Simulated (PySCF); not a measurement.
# BeNO₃+, a cluster of ions: interaction energy

One table from this session's results is given with a row withheld; the runs are named, their logs left out.

Computed with PySCF 2.14.0; each step states its level. No surroundings beyond the atoms listed, unless a continuum is named. Atoms count from 0, parts from 1.

## The system as given

5 atoms, charge 1, multiplicity 1; geometry: GFN2-xTB. Parts: 1 = atom 0, `[Be+2]`, charge 2; 2 = atoms 1–4, `O=[N+]([O-])[O-]`, charge -1.

The first run:

The job: settings as JSON, then the geometry in Å.

```
{"job": {"xc": "PBE0", "basis": "def2-SVPD", "d3": "d3bj", "grid": 2, "kind": "geom", "shake": 0.01}, "charge": 1, "multiplicity": 1, "parts": [{"atoms": "0-0", "charge": 2, "multiplicity": 1}, {"atoms": "1-4", "charge": -1, "multiplicity": 1}]}
Be    -0.702070    -0.500151     0.535386
O     -0.586379     0.558168    -2.951599
N     -1.554505     0.159459    -2.554449
O     -2.566326    -0.148546    -2.570936
O     -1.057022    -0.222992    -0.729843
```

The run is started by

```console
$ OMP_NUM_THREADS=1 python cluster_run.py task.json out
```

This one command runs all jobs of the session in turn.

Among the steps run: Geometry optimisation at PBE0-D3(BJ)/def2-SVPD; Coupled-cluster interaction energy: CCSD(T) and MP2.

One table of the session follows, with a row left open; its other results are not shown here.

It belongs to the step «Coupled-cluster interaction energy: CCSD(T) and MP2». 

| method | interaction energy (kcal/mol) |
| --- | --- |
| HF/aug-cc-pVDZ | ? |
| MP2/aug-cc-pVDZ | -476.26 |
| CCSD/aug-cc-pVDZ | -461.97 |
| CCSD(T)/aug-cc-pVDZ | -463.78 |
| HF/aug-cc-pVTZ | -463.15 |
| MP2/aug-cc-pVTZ | -485.07 |
| SCS-MP2/aug-cc-pVTZ | -482.20 |
| MP2, extrapolated | -484.61 |
| CCSD(T), limit estimate | -472.13 |

Estimate the missing values for HF/aug-cc-pVDZ.

The run gave: interaction energy (kcal/mol): -453.25. In the column «interaction energy (kcal/mol)» it is the highest.

In this run the core of Be (1s) is correlated, in a basis without core functions; only the other cores are frozen.

Caveats from the session: The parts are deformed by 56.24 kcal/mol, far from their own shapes, so the interaction energy overstates the binding by that much, and the relaxed parts may be other isomers. At this geometry a test (T1, the size of the triples or of CCSD(T) less MP2, charge moved between the parts) flags the run, so its CCSD(T) estimate is not taken as a benchmark. The interaction energy leaves out the deformation of the parts, 56.24 kcal/mol at MP2. So large a deformation means that a part is far from its own minimum, so a sum across the two methods would be rough.
